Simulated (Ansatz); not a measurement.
# Ni: the cost of one run

Computed with Ansatz 0.2.0 (DFT PBEsol, scalar-relativistic, plane waves, PAW, unless a step's input says otherwise).

1 further run of the same task is left out (set aside as unsound or not needed).

### Step 1. The structure to begin with

Symmetry: P6_3/mmc, No. 194, hexagonal system. Conventional cell: a = 2.445 Å, b = 2.445 Å, c = 4.021 Å, α = 90.00°, β = 90.00°, γ = 120.00°. Around Ni (site symmetry -6m2) lie 12 Ni at 2.44 to 2.46 Å.

Structure file:

```
CELL_PARAMETERS angstrom
2.44468 0.00000 0.00000
-1.22234 2.11716 0.00000
0.00000 0.00000 4.02098
ATOMIC_POSITIONS crystal
Ni 0.00000 0.00000 0.00000
Ni 0.33333 0.66667 0.50000
```

The cell was made up by rule, so the compound may not exist in this form.

It is the result of an earlier relaxation at this level (volume 10.41 Å³/atom; gap on the mesh: none (metal), site moments up to 0.7 μB).

### Step 2. Next: the stacking ABCABCB (hkkkkhk)

Close-packed layers are stacked in the order given (one atom a layer) and fully relaxed; h and k in a name mark layers with hexagonal and cubic surroundings. Energies count from the base stacking, -5804.9464 eV an atom.

The cell holds 7 Ni: a = 2.445 Å, b = 2.445 Å, c = 14.073 Å, α = 90.00°, β = 90.00°, γ = 120.00°.

### Step 3. Relaxing it

Input file input.yaml:

```yaml
crystal:
  lattice:
    - [2.4446813364, 0.0, 0.0]
    - [-1.2223406682, 2.1171561415, 0.0]
    - [0.0, 0.0, 14.0734184353]
  atoms:
    - { symbol: Ni, position: [0.0, 0.0, 0.0], spin: 0.72 }
    - { symbol: Ni, position: [0.3333333333, 0.6666666667, 0.1428571429], spin: 0.72 }
    - { symbol: Ni, position: [0.6666666667, 0.3333333333, 0.2857142857], spin: 0.72 }
    - { symbol: Ni, position: [0.0, 0.0, 0.4285714286], spin: 0.72 }
    - { symbol: Ni, position: [0.3333333333, 0.6666666667, 0.5714285714], spin: 0.72 }
    - { symbol: Ni, position: [0.6666666667, 0.3333333333, 0.7142857143], spin: 0.72 }
    - { symbol: Ni, position: [0.3333333333, 0.6666666667, 0.8571428571], spin: 0.72 }
basis:
  ecutwfc: 420
kpoints:
  mp_grid: { grid: [18, 18, 3] }
hamiltonian:
  xc: pbesol
scf:
  occupations: { method: gaussian, width: 0.1 }
output:
  forces: true
  stress: true
  eigenvalues: true
  populations: true
magnetization:
  spin_polarized: true
relax:
  adjacent_minimum: "off"
  f_tol: 0.01
  max_steps: 45
  cell: { stress_tol: 0.05 }
```

On the command line:

```console
> ansatz run input.yaml --threads 2 --pin off --max-ram 5120MiB --backend cpu --events-out ev --progress --plain --runs-dir out
```

**Question.** How long does this run take on 2 threads of AMD EPYC (Zen 3), shared host, and how much memory does it need?

About 6.7 min, with a peak of 1.1 GiB.
